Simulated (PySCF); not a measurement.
# CH3BrZn: the cost of one run

Programs: PySCF 2.14.0. All values are calculated, for the isolated system unless a continuum is named. Atoms count from 0, parts from 1.

## Step 1: The system as given

Each species was relaxed by itself at PBE0-D3(BJ)/def2-SVPD.

## Step 2: Energies of the species: wB97M-D3(BJ)/def2-TZVPD

The job: settings as JSON, then the geometry in Å.

```
{"job": {"kind": "react", "xc": "wB97M-D3(BJ)", "basis": "def2-TZVPD"}, "charge": 0, "multiplicity": 1}
-1 CH3FZn charge 0 multiplicity 1
C      0.541450    -0.317440     0.387760
Zn    -0.864800     0.507790    -0.621950
F     -2.162530     1.267010    -1.547650
H      1.074790     0.426850     0.996580
H      0.139030    -1.085470     1.063910
H      1.271660    -0.798770    -0.278640

-1 BrH charge 0 multiplicity 1
Br     0.715040     0.009300     0.008680
H     -0.708520    -0.006020    -0.008970

+1 CH3BrZn charge 0 multiplicity 1
C     -0.269560    -0.265460    -0.730890
Zn     0.363620     0.357960     0.978060
Br     1.103460     1.089070     2.987960
H     -0.289500     0.550850    -1.467170
H     -1.288150    -0.671220    -0.645060
H      0.380770    -1.061190    -1.122470

+1 FH charge 0 multiplicity 1
F      0.457930    -0.022970    -0.038160
H     -0.457930     0.022970     0.038160
```

With the program's defaults for keys left out, this is: wB97M-D3(BJ)/def2-TZVPD reaction energy of separated species, gas phase.

Run with:

```sh
> OMP_NUM_THREADS=1 python cluster_run.py task.json out
```

This one command runs all jobs of the session in turn.

Q: Estimate the wall time and peak memory of this first job on 1 thread of AMD EPYC 7B13, shared host.

About 15 s, with a peak of 0.63 GiB.
